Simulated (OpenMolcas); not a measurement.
**Tc²⁺ among point charges: CASSCF and CASPT2 levels and susceptibility**

How does a field of 6 point charges split the states of Tc²⁺, and what χT follows?

Method: state-averaged CASSCF and CASPT2, spin-orbit coupling by RASSI with atomic mean-field integrals. Code: OpenMolcas 26.06.

### 1 The system

| Property | Result |
| --- | --- |
| Species | Tc²⁺ (technetium, Z = 43, 41 electrons) |
| Basis | ANO-RCC-VDZP [6s5p3d1f], 43 functions |
| Scalar Hamiltonian | DKH2, point nucleus |
| Inactive shells | 1s 2s 2p 3s 3p 3d 4s 4p |
| Active space | 5 electrons in 5 orbitals (4d) |
| Some configurations of this space | 4d5 |
| Orbitals | optimised for each spin and parity, averaged over all roots |

The outer shells:

4d5
```
4d [↑ ][↑ ][↑ ][↑ ][↑ ]
```

The ion sits among 6 point charges of -1.7 e arranged as an octahedron (Oh), 2.19 Å from the ion.

The work runs as a chain of OpenMolcas steps in one folder; each step below is one input file. Labels, J, g values, rates, χT and fits are worked out afterwards by a script from the matrices that RASSI stores. The input lists half of the charges; inversion (Group=XYZ) makes the rest.

### 2 One- and two-electron integrals

a.inp

```
&GATEWAY
Coord
1

Tc 0.0 0.0 0.0
Basis=ANO-RCC-VDZP
Group=XYZ
NoMove
AngMom=0.0 0.0 0.0
AMFI
XField
3 Angstrom 0
2.190000 0.000000 0.000000 -1.700000
0.000000 2.190000 0.000000 -1.700000
0.000000 0.000000 2.190000 -1.700000
&SEWARD
```

### 3 CASSCF: sextets of even parity, 1 root

a.inp

```
&RASSCF
FileOrb=start.orb
Symmetry=1
Spin=6
nActEl=5 0 0
Inactive=9 9
Ras2=5 0
CIRoot=1 1 1
SDav=1
CIMx=300
Iter=120 100
PrWF=0.3
OrbListing=Nothing
MaxOrb=0
>>> COPY $Project.JobIph JOB001
```

start.orb holds the contracted functions of the basis, ordered by shell, or the orbitals of the step before.

### 4 Reference wave functions, quartets of even parity, 24 roots

a.inp

```
&RASSCF
FileOrb=start.orb
Symmetry=1
Spin=4
nActEl=5 0 0
Inactive=9 9
Ras2=5 0
CIRoot=24 24 1
SDav=24
CIMx=300
Iter=120 100
PrWF=0.3
OrbListing=Nothing
MaxOrb=0
>>> COPY $Project.JobIph JOB002
```

### 5 CASSCF: doublets of even parity, 75 roots

a.inp

```
&RASSCF
FileOrb=start.orb
Symmetry=1
Spin=2
nActEl=5 0 0
Inactive=9 9
Ras2=5 0
CIRoot=75 75 1
SDav=75
CIMx=300
Iter=120 100
PrWF=0.3
OrbListing=Nothing
MaxOrb=0
>>> COPY $Project.JobIph JOB003
```

### 6 State interaction with spin-orbit coupling

a.inp

```
&RASSI
NrOfJobIphs=3 1 24 75
1
1 2 3 4 5 6 7 8 9 10 11 12 13 14 15 16 17 18 19 20 21 22 23 24
1 2 3 4 5 6 7 8 9 10 11 12 13 14 15 16 17 18 19 20 21 22 23 24 25 26 27
28 29 30 31 32 33 34 35 36 37 38 39 40 41 42 43 44 45 46 47 48 49 50 51
52 53 54 55 56 57 58 59 60 61 62 63 64 65 66 67 68 69 70 71 72 73 74 75
IphNames
JOB001
JOB002
JOB003
EJob
SpinOrbit
DIPRint=1.0
SOCoupling=1000.0
Subsets=2
Property=9
'ANGMOM' 1 'ANGMOM' 2 'ANGMOM' 3 'MLTPL  1' 1 'MLTPL  1' 2 'MLTPL  1' 3
'AMFI' 1 'AMFI' 2 'AMFI' 3
SOProperty=3
'ANGMOM' 1 'ANGMOM' 2 'ANGMOM' 3
```

### 7 CASPT2: IPEA 0.25, imaginary shift 0.1 (closed shells correlated: 4s 4p)

a.inp

```
>>> COPY JOB001 $Project.JobIph
&CASPT2
Multistate=1 1
Frozen=8 6
IPEA=0.25
Imaginary=0.1
MaxIter=60
WThr=0.0 0.3 0.05
PrWF=0.5
NoMix
>>> COPY JOB002 $Project.JobIph
&CASPT2
Multistate=24 1 2 3 4 5 6 7 8 9 10 11 12 13 14 15 16 17 18 19 20 21 22
23 24
NoMult
Frozen=8 6
IPEA=0.25
Imaginary=0.1
MaxIter=60
WThr=0.0 0.3 0.05
PrWF=0.5
NoMix
>>> COPY JOB003 $Project.JobIph
&CASPT2
Multistate=75 1 2 3 4 5 6 7 8 9 10 11 12 13 14 15 16 17 18 19 20 21 22
23 24 25 26 27 28 29 30 31 32 33 34 35 36 37 38 39 40 41 42 43 44 45 46
47 48 49 50 51 52 53 54 55 56 57 58 59 60 61 62 63 64 65 66 67 68 69 70
71 72 73 74 75
NoMult
Frozen=8 6
IPEA=0.25
Imaginary=0.1
MaxIter=60
WThr=0.0 0.3 0.05
PrWF=0.5
NoMix
```

(Steps that only read results are left out.)

Before running it: what results should come out? Wanted: spin-free ground state; lowest level; next level.

The runs gave:

| quantity | value |
| --- | --- |
| method | SS-CASPT2, IPEA 0.25, imaginary shift 0.1 (closed shells correlated: 4s 4p) |
| spin-free ground state | 6A1, 1-fold in its orbital part |
| lowest level | 2-fold Γ7, g = 3.33, 3.33, 3.33 |
| next level | 0.4 cm⁻¹ |
| χT at 300 K | 4.37 cm³ K/mol |
| effective moment at 300 K | 5.91 μB |

Cost by method:

```tsv
method	time of its own steps	time with the reference
A. CASSCF	24 s	24 s
B. SS-CASPT2, IPEA 0.25, imaginary shift 0.1, +4s 4p	7 s	31 s
```

Times are of one thread on a shared host.

In words: The spin-free ground state (6A1) comes to 100 % from free-ion S terms and keeps the highest spin of the shell. χT at 300 K is 4.37, against 4.39 cm³ K/mol for the spin alone, as a half-filled shell (L = 0) has no orbital moment. An active space of the d shell alone favours high spin; real ions in strong fields can be low spin. A ligand-field fit to the states below 45000 cm-1 gives 10Dq = 9205 cm-1, B = 659 cm-1 and C = 2973 cm-1 (C/B = 4.51), with a deviation of 632 cm-1. CASPT2 does not keep the components of a term degenerate, and the means are used. The field of point charges can differ much from that of real complexes. With metal d orbitals alone active, the gaps between spin states are rough; where two lie within a few thousand cm-1, their order is open. This is an electrostatic model: the charges have no orbitals.
